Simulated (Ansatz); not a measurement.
Runs of Ansatz 0.2.0 on GaGe3. It takes space group Fm-3m (No. 225, cubic). The conventional cell has a = 6.774 Å, b = 6.774 Å, c = 6.774 Å, α = 90.00°, β = 90.00°, γ = 90.00°. Ge (site symmetry m-3m) has 8 Ge at 2.93 Å as nearest neighbours. Ge (site symmetry -43m) is surrounded by 4 Ge at 2.93 Å and 4 Ga at 2.93 Å. Ga (site symmetry m-3m) has 8 Ge at 2.93 Å as nearest neighbours. The cell comes from a database or a generator and needn't be the stable form of this composition.

```csv
task,level,k mesh,cutoff (eV),points for each segment of the path,mesh quality,gap on the mesh (eV),pressure (GPa),V0 of scaled cells (Å³/atom),B0 (GPa)
projected density of states,revPBE,4 × 4 × 4,420,-,coarse,none,1.6,-,-
band structure,PBEsol,7 × 7 × 7,420,14,not flagged,none,(a),-,-
equation of state,r2SCAN,7 × 7 × 7,500,-,not flagged,-,-,(b),71
projected density of states,HSE06,4 × 4 × 4,420,-,coarse,none,-,-,-
equation of state,PBE,7 × 7 × 7,420,-,not flagged,-,-,19.27,63
```

Alike in all rows: potentials or basis Ansatz PAW; no spin polarisation; cell as given; smearing fermi-dirac 0.05 eV.

Estimate the missing entries.

(a) -3.9; (b) 18.68.

Caveats: some runs use coarse meshes; the PAW data sets come from PBE, with cores solved anew for the run's functional, which leaves a small shift of forces and pressure (some runs); the density of states is complete only up to the lowest level of the last band computed (some runs); the potentials were made for another functional, which shifts forces and pressure (some runs).

A k mesh can miss the band edges, and the runs leave out spin-orbit coupling on Ga, Ge.

A gap of «none» marks a metal or a gap under the smearing width.

Not every run made on this cell is shown here.
